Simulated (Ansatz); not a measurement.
**ZnSi (triplet): the correlation ladder, def2-SVP**

Aim: climb from Hartree-Fock through coupled cluster and multireference methods for ZnSi (triplet) at one geometry and basis, and see what each rung misses.

The runs use Ansatz 0.2.0, Gaussian basis; def2-SVP, core rule «outside noble gas», up to 14 orbitals frozen.

The runs, in order: UHF; CCSD(T) on ROHF; CCSD(T) on UHF; CISD; CCSDT(Q) on ROHF; CCSDT(Q) on UHF; CASSCF and MRCISD+Q, 16 electrons in 10 orbitals; CASSCF and NEVPT2, 16 electrons in 10 orbitals.

23 further runs of the same task are left out: 1 for a mislabelled method, 7 that didn't finish, 15 set aside as unsound or not needed.

## (1) The system

The geometry is a PBE0/def2-TZVP stationary point (not a proven minimum).

2 atoms, charge 0, spin multiplicity 3.

Atoms are counted from 1 here; the program's logs count them from 0.

Bond lengths: Zn1–Si2 2.393 Å.

## (2) UHF

Input file in.yaml:

```yaml
crystal:
  periodic: [false, false, false]
  atoms:
    - {symbol: Zn, position_ang: [0.000000, 0.000000, 0.000000]}
    - {symbol: Si, position_ang: [0.000000, 0.000000, 2.393200]}
basis:
  gaussian: {orbitals: def2-SVP}
magnetization: {spin_polarized: true, initial_magnetization: 2}
hamiltonian: {xc: hf}
output: {orbitals: {seedname: orbitals}}
```

Launch:

```sh
ansatz run in.yaml --threads 1 --pin off --events-out ev --progress --plain --max-ram 2393MiB
```

Further steps of the session: CCSD(T) on ROHF; CCSD(T) on UHF; CISD; CCSDT(Q) on ROHF; CCSDT(Q) on UHF; CASSCF and MRCISD+Q, 16 electrons in 10 orbitals; CASSCF and NEVPT2, 16 electrons in 10 orbitals.

Q: Predict the results of all the runs planned. Wanted: UCCSDT(Q) below the RHF energy; RMP2 from UCCSDT(Q); UMP2 from UCCSDT(Q); RCCSD from UCCSDT(Q); RCCSD(T) from UCCSDT(Q); UCCSD(T) from UCCSDT(Q); RCCSDT(Q) from UCCSDT(Q); NEVPT2 valence from UCCSDT(Q); MRCISD+Q valence from UCCSDT(Q).

As calculated:

| quantity | value |
| --- | --- |
| UCCSDT(Q) below the RHF energy | -10.0329 eV |
| RMP2 from UCCSDT(Q) | +35.4 kJ/mol |
| UMP2 from UCCSDT(Q) | +48.4 kJ/mol |
| RCCSD from UCCSDT(Q) | +31.8 kJ/mol |
| RCCSD(T) from UCCSDT(Q) | -0.5 kJ/mol |
| UCCSD(T) from UCCSDT(Q) | +1.1 kJ/mol |
| RCCSDT(Q) from UCCSDT(Q) | +0.4 kJ/mol |
| NEVPT2 valence from UCCSDT(Q) | +118.1 kJ/mol |
| MRCISD+Q valence from UCCSDT(Q) | +27.1 kJ/mol |
| levels within 1 kcal/mol (43 meV) | RCCSD(T), UCCSD(T), RCCSDT, UCCSDT, RCCSDT(Q) |
| T1 diagnostic | 0.026 |
| effectively unpaired electrons | 2.21 |

In words: RCCSD(T) misses by -0.5 kJ/mol, 0.1 % of the correlation energy. The occupations show some static correlation. Of the multireference levels listed MRCISD+Q valence comes nearest in total energy (+27.1 kJ/mol), which doesn't show that its space is the better one. These misses are within one basis, not against nature; the frozen cores of restricted and unrestricted runs differ, which can shift their rows.
